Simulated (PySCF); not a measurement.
# GaBr: NMR shieldings, spin-spin couplings, relativistic core levels, part 2 of 2

PySCF 2.14.0. Atoms count from 0. The steps go on from the part before.

## (9) NMR shieldings: PBE0/pcJ-1 Br:dyall-v2z Ga:dyall-v2z, spin-free

Job settings and geometry (Å):

```
{"job": {"kind": "hnmr", "xc": "PBE0", "basis": {"default": "pcJ-1", "Br": "dyall-v2z", "Ga": "dyall-v2z"}, "rel": "sf", "two": true}, "charge": 0, "multiplicity": 1}
Ga    -1.063386     0.491925     0.021143
Br     1.081076    -0.520979    -0.033297
```

With the program's defaults for keys left out, this is: PBE0/pcJ-1 Br:dyall-v2z Ga:dyall-v2z GIAO NMR shielding, X2C without spin-orbit coupling but with the spin-dependent field terms, Gaussian nuclei, gas phase.

Log:

```text
spin-free SCF
coarse grid: 14752 points
cycle   1  E = -4549.6898640563  dE = -1.308e-01  |g| = 5.242e-01  |ddm| = 1.076e+00
cycle   2  E = -4549.6108856658  dE =  7.898e-02  |g| = 8.997e-01  |ddm| = 1.122e+00
cycle   3  E = -4549.7311427904  dE = -1.203e-01  |g| = 6.922e-02  |ddm| = 6.531e-01
cycle   4  E = -4549.7312528579  dE = -1.101e-04  |g| = 4.226e-02  |ddm| = 2.040e-02
cycle   5  E = -4549.7313009650  dE = -4.811e-05  |g| = 6.996e-03  |ddm| = 1.144e-02
cycle   6  E = -4549.7313143227  dE = -1.336e-05  |g| = 1.397e-03  |ddm| = 9.921e-03
cycle   7  E = -4549.7313147091  dE = -3.864e-07  |g| = 2.891e-04  |ddm| = 1.484e-03
final grid: 26368 points
cycle   8  E = -4549.7315752855  dE = -1.899e-07  |g| = 7.412e-04  |ddm| = 6.941e-04
cycle   9  E = -4549.7315752742  dE =  1.135e-08  |g| = 5.193e-04  |ddm| = 5.683e-04
cycle  10  E = -4549.7315752996  dE = -2.541e-08  |g| = 2.478e-04  |ddm| = 4.536e-04
cycle  11  E = -4549.7315753050  dE = -5.379e-09  |g| = 2.562e-05  |ddm| = 1.187e-04
converged SCF energy = -4549.7315753050
two-component SCF
cycle   1  E = -4549.7315753051  dE = -4.550e+03  |FDS-SDF| = 2.562e-05
cycle   2  E = -4549.7315753051  dE = -3.001e-11  |FDS-SDF| = 1.838e-05
converged, E = -4549.7315753051

Field gradients (au) and densities at the nuclei (bohr^-3)
atom        Vxx        Vyy        Vzz        centre      nuclear mean
  0 Ga     1.0766     1.0770    -2.1536      26073.869      26051.479
  1 Br    -0.8280    -0.8282     1.6561      40813.834      40754.081
without picture change
  0 Ga                          -2.2086                     39428.784
  1 Br                           1.7106                     66241.198

Core orbital energies (eV)
atom   shell        mean    spread
  0 Ga 1s       -10275.195   0.000
  0 Ga 2s        -1281.714   0.000
  0 Ga 3s         -156.411   0.000
  0 Ga 2p1/2     -1114.737   0.000
  0 Ga 2p3/2     -1114.715   0.045
  0 Ga 3p1/2      -105.548   0.000
  0 Ga 3p3/2      -105.485   0.127
  0 Ga 3d3/2       -22.963   0.001
  0 Ga 3d5/2       -22.880   0.047
  1 Br 1s       -13364.008   0.000
  1 Br 2s        -1753.202   0.000
  1 Br 3s         -246.180   0.000
  1 Br 4s          -21.401   0.000
  1 Br 2p1/2     -1544.974   0.000
  1 Br 2p3/2     -1544.951   0.000
  1 Br 3p1/2      -179.865   0.000
  1 Br 3p3/2      -179.768   0.000
  1 Br 3d3/2       -69.930   0.030
  1 Br 3d5/2       -69.861   0.080

Shielding tensors (ppm)
atom      isotropic    diamagn.    paramagn.     s11        s22        s33       span
  0 Ga     1811.40     2538.28     -726.87    1289.69    1289.69    2854.83    1565.14
  1 Br     1868.95     2986.25    -1117.30    1081.71    1081.72    3443.42    2361.71
```

It took 28 s on 1 thread of AMD EPYC 7R43, shared host; peak memory 0.87 GiB.

## (10) Spin-spin couplings: PBE0/pcJ-1 Br:dyall-v2z Ga:dyall-v2z, spin-free

Job settings and geometry (Å):

```
{"job": {"kind": "hj", "xc": "PBE0", "basis": {"default": "pcJ-1", "Br": "dyall-v2z", "Ga": "dyall-v2z"}, "rel": "sf", "atoms": [1, 0]}, "charge": 0, "multiplicity": 1}
Ga    -1.063386     0.491925     0.021143
Br     1.081076    -0.520979    -0.033297
```

Level: PBE0/pcJ-1 Br:dyall-v2z Ga:dyall-v2z indirect spin-spin coupling, X2C without spin-orbit coupling, Gaussian nuclei, gas phase.

Log:

```text
spin-free SCF
coarse grid: 14752 points
cycle   1  E = -4549.6898640563  dE = -1.308e-01  |g| = 5.242e-01  |ddm| = 1.076e+00
cycle   2  E = -4549.6108856658  dE =  7.898e-02  |g| = 8.997e-01  |ddm| = 1.122e+00
cycle   3  E = -4549.7311427904  dE = -1.203e-01  |g| = 6.922e-02  |ddm| = 6.531e-01
cycle   4  E = -4549.7312528579  dE = -1.101e-04  |g| = 4.226e-02  |ddm| = 2.040e-02
cycle   5  E = -4549.7313009650  dE = -4.811e-05  |g| = 6.996e-03  |ddm| = 1.144e-02
cycle   6  E = -4549.7313143227  dE = -1.336e-05  |g| = 1.397e-03  |ddm| = 9.921e-03
cycle   7  E = -4549.7313147091  dE = -3.864e-07  |g| = 2.891e-04  |ddm| = 1.484e-03
final grid: 26368 points
cycle   8  E = -4549.7315752855  dE = -1.899e-07  |g| = 7.412e-04  |ddm| = 6.941e-04
cycle   9  E = -4549.7315752742  dE =  1.135e-08  |g| = 5.193e-04  |ddm| = 5.683e-04
cycle  10  E = -4549.7315752996  dE = -2.541e-08  |g| = 2.478e-04  |ddm| = 4.536e-04
cycle  11  E = -4549.7315753050  dE = -5.379e-09  |g| = 2.562e-05  |ddm| = 1.187e-04
converged SCF energy = -4549.7315753050
two-component SCF
cycle   1  E = -4549.7315753051  dE = -4.550e+03  |FDS-SDF| = 2.562e-05
cycle   2  E = -4549.7315753051  dE = -3.001e-11  |FDS-SDF| = 1.838e-05
converged, E = -4549.7315753051

Indirect spin-spin couplings
  i        j     bonds      J/Hz   K/1e19 T2/J   anisotropy/Hz
  1  79Br   0  69Ga   1     -719.88     -990.43       671.0
```

Wall time 44 s (1 thread of AMD EPYC 7R43, shared host); peak memory 0.59 GiB.

## (11) Relativistic core levels: PBE0/pcJ-1 Br:dyall-v2z Ga:dyall-v2z, spin-free

Job settings and geometry (Å):

```
{"job": {"kind": "hxps", "xc": "PBE0", "basis": {"default": "pcJ-1", "Br": "dyall-v2z", "Ga": "dyall-v2z"}, "rel": "sf", "holes": [[1, "3d"], [0, "2p"]]}, "charge": 0, "multiplicity": 1}
Ga    -1.063386     0.491925     0.021143
Br     1.081076    -0.520979    -0.033297
```

Method: PBE0/pcJ-1 Br:dyall-v2z Ga:dyall-v2z core ionisation, delta-SCF with one localised hole, spin-free X2C, Gaussian nuclei, gas phase.

Log:

```text
spin-free SCF
coarse grid: 14752 points
cycle   1  E = -4549.6898640563  dE = -1.308e-01  |g| = 5.242e-01  |ddm| = 1.076e+00
cycle   2  E = -4549.6108856658  dE =  7.898e-02  |g| = 8.997e-01  |ddm| = 1.122e+00
cycle   3  E = -4549.7311427904  dE = -1.203e-01  |g| = 6.922e-02  |ddm| = 6.531e-01
cycle   4  E = -4549.7312528579  dE = -1.101e-04  |g| = 4.226e-02  |ddm| = 2.040e-02
cycle   5  E = -4549.7313009650  dE = -4.811e-05  |g| = 6.996e-03  |ddm| = 1.144e-02
cycle   6  E = -4549.7313143227  dE = -1.336e-05  |g| = 1.397e-03  |ddm| = 9.921e-03
cycle   7  E = -4549.7313147091  dE = -3.864e-07  |g| = 2.891e-04  |ddm| = 1.484e-03
final grid: 26368 points
cycle   8  E = -4549.7315752855  dE = -1.899e-07  |g| = 7.412e-04  |ddm| = 6.941e-04
cycle   9  E = -4549.7315752742  dE =  1.135e-08  |g| = 5.193e-04  |ddm| = 5.683e-04
cycle  10  E = -4549.7315752996  dE = -2.541e-08  |g| = 2.478e-04  |ddm| = 4.536e-04
cycle  11  E = -4549.7315753050  dE = -5.379e-09  |g| = 2.562e-05  |ddm| = 1.187e-04
converged SCF energy = -4549.7315753050
two-component SCF
cycle   1  E = -4549.7315753051  dE = -4.550e+03  |FDS-SDF| = 2.562e-05
cycle   2  E = -4549.7315753051  dE = -3.001e-11  |FDS-SDF| = 1.838e-05
converged, E = -4549.7315753051

Field gradients (au) and densities at the nuclei (bohr^-3)
atom        Vxx        Vyy        Vzz        centre      nuclear mean
  0 Ga     1.0766     1.0770    -2.1536      26073.869      26051.479
  1 Br    -0.8280    -0.8282     1.6561      40813.834      40754.081
without picture change
  0 Ga                          -2.2086                     39428.784
  1 Br                           1.7106                     66241.198

Core orbital energies (eV)
atom   shell        mean    spread
  0 Ga 1s       -10275.195   0.000
  0 Ga 2s        -1281.714   0.000
  0 Ga 3s         -156.411   0.000
  0 Ga 2p1/2     -1114.737   0.000
  0 Ga 2p3/2     -1114.715   0.045
  0 Ga 3p1/2      -105.548   0.000
  0 Ga 3p3/2      -105.485   0.127
  0 Ga 3d3/2       -22.963   0.001
  0 Ga 3d5/2       -22.880   0.047
  1 Br 1s       -13364.008   0.000
  1 Br 2s        -1753.202   0.000
  1 Br 3s         -246.180   0.000
  1 Br 4s          -21.401   0.000
  1 Br 2p1/2     -1544.974   0.000
  1 Br 2p3/2     -1544.951   0.000
  1 Br 3p1/2      -179.865   0.000
  1 Br 3p3/2      -179.768   0.000
  1 Br 3d3/2       -69.930   0.030
  1 Br 3d5/2       -69.861   0.080

hole in 3d5/2 of atom 1
cycle   1  E = -4546.5994734503  dE = -4.547e+03  |FDS-SDF| = 2.215e+00
cycle   2  E = -4546.7286369569  dE = -1.292e-01  |FDS-SDF| = 2.207e+00
cycle   3  E = -4546.9737821674  dE = -2.451e-01  |FDS-SDF| = 1.382e-01
cycle   4  E = -4546.9763943071  dE = -2.612e-03  |FDS-SDF| = 5.164e-02
cycle   5  E = -4546.9765552469  dE = -1.609e-04  |FDS-SDF| = 1.840e-02
cycle   6  E = -4546.9765783725  dE = -2.313e-05  |FDS-SDF| = 2.742e-03
cycle   7  E = -4546.9765793364  dE = -9.639e-07  |FDS-SDF| = 3.837e-04
cycle   8  E = -4546.9765793697  dE = -3.331e-08  |FDS-SDF| = 1.074e-04
converged, E = -4546.9765793697
hole in 2p3/2 of atom 0
cycle   1  E = -4507.1036578900  dE = -4.507e+03  |FDS-SDF| = 6.348e+00
cycle   2  E = -4506.1451105126  dE =  9.585e-01  |FDS-SDF| = 6.083e+00
cycle   3  E = -4507.9635390407  dE = -1.818e+00  |FDS-SDF| = 1.088e+00
cycle   4  E = -4508.0797237311  dE = -1.162e-01  |FDS-SDF| = 6.986e-01
cycle   5  E = -4508.1793537493  dE = -9.963e-02  |FDS-SDF| = 7.638e-02
cycle   6  E = -4508.1800623359  dE = -7.086e-04  |FDS-SDF| = 1.582e-02
cycle   7  E = -4508.1801682054  dE = -1.059e-04  |FDS-SDF| = 1.122e-02
cycle   8  E = -4508.1802155282  dE = -4.732e-05  |FDS-SDF| = 2.148e-03
cycle   9  E = -4508.1802176750  dE = -2.147e-06  |FDS-SDF| = 4.367e-04
cycle  10  E = -4508.1802177626  dE = -8.763e-08  |FDS-SDF| = 1.137e-04
converged, E = -4508.1802177626

Core binding energies (eV)
atom   line    delta-SCF   -orbital   splitting
  1 Br 3d         74.942      69.89         -
  0 Ga 2p       1130.655    1114.72         -
```

Wall time 26 s (1 thread of AMD EPYC 7R43, shared host); peak memory 0.71 GiB.

## (12) Relativistic core levels: PBE0/pcJ-1 Br:dyall-v2z Ga:dyall-v2z, non-relativistic

Job settings and geometry (Å):

```
{"job": {"kind": "hxps", "xc": "PBE0", "basis": {"default": "pcJ-1", "Br": "dyall-v2z", "Ga": "dyall-v2z"}, "rel": "nr", "holes": [[1, "3d"], [0, "2p"]]}, "charge": 0, "multiplicity": 1}
Ga    -1.063386     0.491925     0.021143
Br     1.081076    -0.520979    -0.033297
```

Method: PBE0/pcJ-1 Br:dyall-v2z Ga:dyall-v2z core ionisation, delta-SCF with one localised hole, non-relativistic, Gaussian nuclei, gas phase.

Log:

```text
non-relativistic SCF
coarse grid: 14752 points
cycle   1  E = -4498.4655438074  dE = -3.218e+01  |g| = 2.754e+00  |ddm| = 1.306e+00
cycle   2  E = -4498.4025997571  dE =  6.294e-02  |g| = 1.635e+00  |ddm| = 1.056e+00
cycle   3  E = -4498.4858633912  dE = -8.326e-02  |g| = 1.060e+00  |ddm| = 9.312e-01
cycle   4  E = -4498.5516766232  dE = -6.581e-02  |g| = 1.760e-01  |ddm| = 3.558e-01
cycle   5  E = -4498.5527524337  dE = -1.076e-03  |g| = 1.549e-02  |ddm| = 4.703e-02
cycle   6  E = -4498.5527819165  dE = -2.948e-05  |g| = 5.750e-03  |ddm| = 1.712e-02
cycle   7  E = -4498.5527897549  dE = -7.838e-06  |g| = 1.308e-03  |ddm| = 7.145e-03
final grid: 26368 points
cycle   8  E = -4498.5527929065  dE =  1.321e-07  |g| = 1.942e-03  |ddm| = 2.950e-03
cycle   9  E = -4498.5527924818  dE =  4.248e-07  |g| = 2.733e-03  |ddm| = 3.775e-03
cycle  10  E = -4498.5527935160  dE = -1.034e-06  |g| = 1.707e-04  |ddm| = 2.004e-03
cycle  11  E = -4498.5527935187  dE = -2.648e-09  |g| = 2.912e-05  |ddm| = 7.714e-05
converged SCF energy = -4498.5527935187
two-component SCF
cycle   1  E = -4498.5527935187  dE = -4.499e+03  |FDS-SDF| = 2.912e-05
cycle   2  E = -4498.5527935186  dE =  6.366e-11  |FDS-SDF| = 4.544e-05
converged, E = -4498.5527935186

Field gradients (au) and densities at the nuclei (bohr^-3)
atom        Vxx        Vyy        Vzz        centre      nuclear mean
  0 Ga     1.0477     1.0481    -2.0958      20182.659      20171.540
  1 Br    -0.7718    -0.7720     1.5439      29275.546      29251.718

Core orbital energies (eV)
atom   shell        mean    spread
  0 Ga 1s       -10145.944   0.000
  0 Ga 2s        -1252.289   0.000
  0 Ga 3s         -151.621   0.000
  0 Ga 2p1/2     -1108.352   0.000
  0 Ga 2p3/2     -1108.329   0.045
  0 Ga 3p1/2      -104.476   0.000
  0 Ga 3p3/2      -104.411   0.128
  0 Ga 3d3/2       -23.618   0.001
  0 Ga 3d5/2       -23.533   0.043
  1 Br 1s       -13147.549   0.000
  1 Br 2s        -1703.058   0.000
  1 Br 3s         -237.873   0.000
  1 Br 4s          -20.818   0.000
  1 Br 2p1/2     -1533.531   0.000
  1 Br 2p3/2     -1533.508   0.000
  1 Br 3p1/2      -178.170   0.000
  1 Br 3p3/2      -178.073   0.000
  1 Br 3d3/2       -71.668   0.030
  1 Br 3d5/2       -71.600   0.078

hole in 3d5/2 of atom 1
cycle   1  E = -4495.3548117757  dE = -4.495e+03  |FDS-SDF| = 2.218e+00
cycle   2  E = -4495.4878370263  dE = -1.330e-01  |FDS-SDF| = 2.183e+00
cycle   3  E = -4495.7290672674  dE = -2.412e-01  |FDS-SDF| = 1.332e-01
cycle   4  E = -4495.7314949018  dE = -2.428e-03  |FDS-SDF| = 4.956e-02
cycle   5  E = -4495.7316465852  dE = -1.517e-04  |FDS-SDF| = 1.759e-02
cycle   6  E = -4495.7316675360  dE = -2.095e-05  |FDS-SDF| = 2.632e-03
cycle   7  E = -4495.7316684435  dE = -9.075e-07  |FDS-SDF| = 3.692e-04
cycle   8  E = -4495.7316684749  dE = -3.145e-08  |FDS-SDF| = 1.053e-04
converged, E = -4495.7316684749
hole in 2p3/2 of atom 0
cycle   1  E = -4456.1738715047  dE = -4.456e+03  |FDS-SDF| = 6.289e+00
cycle   2  E = -4455.2924018451  dE =  8.815e-01  |FDS-SDF| = 5.986e+00
cycle   3  E = -4457.0404944139  dE = -1.748e+00  |FDS-SDF| = 1.041e+00
cycle   4  E = -4457.1467203879  dE = -1.062e-01  |FDS-SDF| = 6.704e-01
cycle   5  E = -4457.2399510595  dE = -9.323e-02  |FDS-SDF| = 6.943e-02
cycle   6  E = -4457.2405694188  dE = -6.184e-04  |FDS-SDF| = 1.348e-02
cycle   7  E = -4457.2406449666  dE = -7.555e-05  |FDS-SDF| = 1.040e-02
cycle   8  E = -4457.2406857094  dE = -4.074e-05  |FDS-SDF| = 1.900e-03
cycle   9  E = -4457.2406873924  dE = -1.683e-06  |FDS-SDF| = 3.854e-04
cycle  10  E = -4457.2406874595  dE = -6.717e-08  |FDS-SDF| = 1.019e-04
converged, E = -4457.2406874595

Core binding energies (eV)
atom   line    delta-SCF   -orbital   splitting
  1 Br 3d         76.742      71.63         -
  0 Ga 2p       1124.145    1108.34         -
```

Wall time 23 s (1 thread of AMD EPYC 7R43, shared host); peak memory 0.67 GiB.

## (13) Shieldings side by side

```
                                                                                    run     Br1     Ga0  time
                               step 3, PBE0/pcJ-1 Br:dyall-v2z Ga:dyall-v2z, spin–orbit  1922.0  1742.0  34 s
                         step 6, PBE0/pcJ-1 Br:dyall-v2z Ga:dyall-v2z, non-relativistic  1653.1  1624.8  12 s
                                step 8, PBE0/pcJ-1 Br:dyall-v2z Ga:dyall-v2z, spin-free  1606.0  1632.8  12 s
step 9, PBE0/pcJ-1 Br:dyall-v2z Ga:dyall-v2z, spin-free with spin-dependent field terms  1869.0  1811.4  28 s
```

## (14) What came out

This closing draws on all 2 parts.

```
                                                                                            quantity                                       value
                                                                                         point group                                       Cinfv
                                                                rotational constants (main isotopes)                              2.44, 2.44 GHz
          energy from spin-orbit coupling (step 3, PBE0/pcJ-1 Br:dyall-v2z Ga:dyall-v2z, spin–orbit)                                  -0.1129 Eh
                               shieldings (step 3, PBE0/pcJ-1 Br:dyall-v2z Ga:dyall-v2z, spin–orbit)                  Ga0 1742.0, Br1 1922.0 ppm
                                                               surface potential, 1st and 99th percentile                          -0.64 V and 1.64 V
          energy from spin-orbit coupling (step 4, PBE0/pcJ-1 Br:dyall-v2z Ga:dyall-v2z, spin–orbit)                                  -0.1129 Eh
                 largest reduced coupling (step 4, PBE0/pcJ-1 Br:dyall-v2z Ga:dyall-v2z, spin–orbit)  Br1–Ga0: J = -723.6 Hz, K = -996·10¹⁹ T²/J
                 Br1 3d5/2 binding energy (step 5, PBE0/pcJ-1 Br:dyall-v2z Ga:dyall-v2z, spin–orbit)                      74.8 eV, 3d3/2 75.9 eV
                 Ga0 2p3/2 binding energy (step 5, PBE0/pcJ-1 Br:dyall-v2z Ga:dyall-v2z, spin–orbit)                  1121.8 eV, 2p1/2 1149.4 eV
          energy from spin-orbit coupling (step 5, PBE0/pcJ-1 Br:dyall-v2z Ga:dyall-v2z, spin–orbit)                                  -0.1129 Eh
                         shieldings (step 6, PBE0/pcJ-1 Br:dyall-v2z Ga:dyall-v2z, non-relativistic)                  Ga0 1624.8, Br1 1653.1 ppm
           largest reduced coupling (step 7, PBE0/pcJ-1 Br:dyall-v2z Ga:dyall-v2z, non-relativistic)  Br1–Ga0: J = -714.2 Hz, K = -983·10¹⁹ T²/J
                                shieldings (step 8, PBE0/pcJ-1 Br:dyall-v2z Ga:dyall-v2z, spin-free)                  Ga0 1632.8, Br1 1606.0 ppm
shieldings (step 9, PBE0/pcJ-1 Br:dyall-v2z Ga:dyall-v2z, spin-free with spin-dependent field terms)                  Ga0 1811.4, Br1 1869.0 ppm
                 largest reduced coupling (step 10, PBE0/pcJ-1 Br:dyall-v2z Ga:dyall-v2z, spin-free)  Br1–Ga0: J = -719.9 Hz, K = -990·10¹⁹ T²/J
                    Br1 3d binding energy (step 11, PBE0/pcJ-1 Br:dyall-v2z Ga:dyall-v2z, spin-free)                                     74.9 eV
                    Ga0 2p binding energy (step 11, PBE0/pcJ-1 Br:dyall-v2z Ga:dyall-v2z, spin-free)                                   1130.7 eV
             Br1 3d binding energy (step 12, PBE0/pcJ-1 Br:dyall-v2z Ga:dyall-v2z, non-relativistic)                                     76.7 eV
             Ga0 2p binding energy (step 12, PBE0/pcJ-1 Br:dyall-v2z Ga:dyall-v2z, non-relativistic)                                   1124.1 eV
```

The optimisation took 3 steps and gained 0.015 eV; among the close pairs (by a distance rule), Ga0–Br1 changed most, from 2.428 to 2.372 Å. In step 3, Br1 has the widest tensor, 2299 ppm. Br1 moves most between the runs, by 316 ppm; the labels say what changes from run to run.
